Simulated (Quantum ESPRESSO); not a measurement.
Crystal: HPbNO4.

```
CELL_PARAMETERS angstrom
3.85404 0.14384 0.09012
-0.25320 5.52698 0.16471
-0.48197 -1.92720 5.72025
ATOMIC_POSITIONS crystal
H 0.10913 0.65718 0.54463
Pb 0.61029 0.52127 0.15100
N 0.91580 0.96263 0.95867
O 0.01384 0.13639 0.88084
O 0.72398 0.01057 0.12858
O 0.00389 0.73732 0.87043
O 0.11927 0.59324 0.37651
```

The cell was built by a generator and needn't be a form met in nature.

Base run:

| Quantity | Value |
| --- | --- |
| Program | Quantum ESPRESSO 7.5 |
| Functional | AM05 |
| Potentials or basis | SG15 PBE 1.2 |
| Cutoff | 1197 eV |
| Density cutoff | 4789 eV |
| k mesh | 4 × 3 × 3 |
| Occupations | fermi-dirac, width 0.05 eV |
| Spin | no spin polarisation |

Its results: band gap on the k mesh 3.24 eV, indirect (least direct gap 3.32 eV); pressure -0.8 GPa; largest force 0.361 eV/Å.

Problem. The run is repeated on the same cell with these changes: functional from AM05 to BLYP. What comes out?

Solution. Band gap on the k mesh 3.19 eV, indirect (least direct gap 3.27 eV); pressure 2.1 GPa; largest force 0.669 eV/Å.

BLYP binds less tightly than AM05, so the same cell stands under more pressure.

Caveats: the potentials were made for another functional, which shifts forces and pressure; spin-orbit coupling is left out, which as a rule narrows the gap of such compounds by several tenths of an eV; the mesh misses the band edges, which the band path finds closer together.

Not every run made on this cell is shown here.
